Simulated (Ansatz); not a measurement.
**CH₅ClSiZn: how energies converge with the basis set**

How large a basis does CH₅ClSiZn need? Two functionals are run in growing sets.

Method: one geometry, several basis sets; program: Ansatz 0.2.0, Gaussian basis.

Levels to be run: PBE0-D4/def2-SVP; ωB97M-V/def2-SVP; PBE0-D4/def2-QZVPP; ωB97M-V/def2-QZVPP; the functionals' def2-TZVPP values are taken from earlier runs.

**1. The geometry**

The geometry comes from an earlier relaxation with PBE0-D4 in a triple-zeta def2 set; it is a stationary point, not always the lowest conformer.

SMILES `[CH3][Zn][SiH2]Cl`, 9 atoms, charge 0, spin multiplicity 1.

Atoms are counted from 1 here; the program's logs count them from 0.

Bond lengths: C1–Zn2 1.948 Å, C1–H5 1.093 Å, C1–H6 1.093 Å, C1–H7 1.093 Å, Zn2–Si3 2.383 Å, Si3–Cl4 2.085 Å, Si3–H8 1.490 Å, Si3–H9 1.490 Å. Angles: Zn2–C1–H5 110.9°, Zn2–C1–H6 110.9°, Zn2–C1–H7 110.7°, H5–C1–H6 108.1°, H5–C1–H7 108.1°, H6–C1–H7 108.1°, C1–Zn2–Si3 178.7°, Zn2–Si3–Cl4 108.3°, Zn2–Si3–H8 114.8°, Zn2–Si3–H9 114.8°, Cl4–Si3–H8 106.0°, Cl4–Si3–H9 106.0°, H8–Si3–H9 106.3°.

**2. PBE0-D4 in def2-SVP**

The input, in.yaml:

```yaml
crystal:
  periodic: [false, false, false]
  atoms:
    - {symbol: C, position_ang: [-0.252172, 1.864572, -1.177091]}
    - {symbol: Zn, position_ang: [0.039741, 0.271879, -0.094474]}
    - {symbol: Si, position_ang: [0.360948, -1.702751, 1.200240]}
    - {symbol: Cl, position_ang: [-0.865548, -3.200280, 0.424829]}
    - {symbol: H, position_ang: [0.696825, 2.273038, -1.533627]}
    - {symbol: H, position_ang: [-0.759604, 2.640833, -0.598730]}
    - {symbol: H, position_ang: [-0.870078, 1.632584, -2.048213]}
    - {symbol: H, position_ang: [1.745833, -2.251480, 1.171873]}
    - {symbol: H, position_ang: [-0.007446, -1.574694, 2.638192]}
basis:
  gaussian: {orbitals: def2-SVP}
hamiltonian: {xc: pbe0, dispersion: d4}
output: {orbitals: {seedname: orbitals}}
```

After this run come: ωB97M-V in def2-SVP; PBE0-D4 in def2-QZVPP; ωB97M-V in def2-QZVPP.

**Question.** What will the summary of the whole plan be? Wanted: PBE0-D4: double and triple zeta above quadruple; ωB97M-V: double and triple zeta above quadruple.

**Answer**, as computed:

```
                                       quantity           value
PBE0-D4: double and triple zeta above quadruple  17.25, 1.88 eV
ωB97M-V: double and triple zeta above quadruple  17.22, 1.81 eV
```

In words: For PBE0-D4 the step from double to triple zeta gains 15.38 eV and the next only 1.88 eV. Total energies overstate the basis error of differences, where much of it tends to cancel. The LUMO of ωB97M-V is positive and keeps falling with the basis (1.33 to 0.13 eV): an unbound level that the basis holds in place.
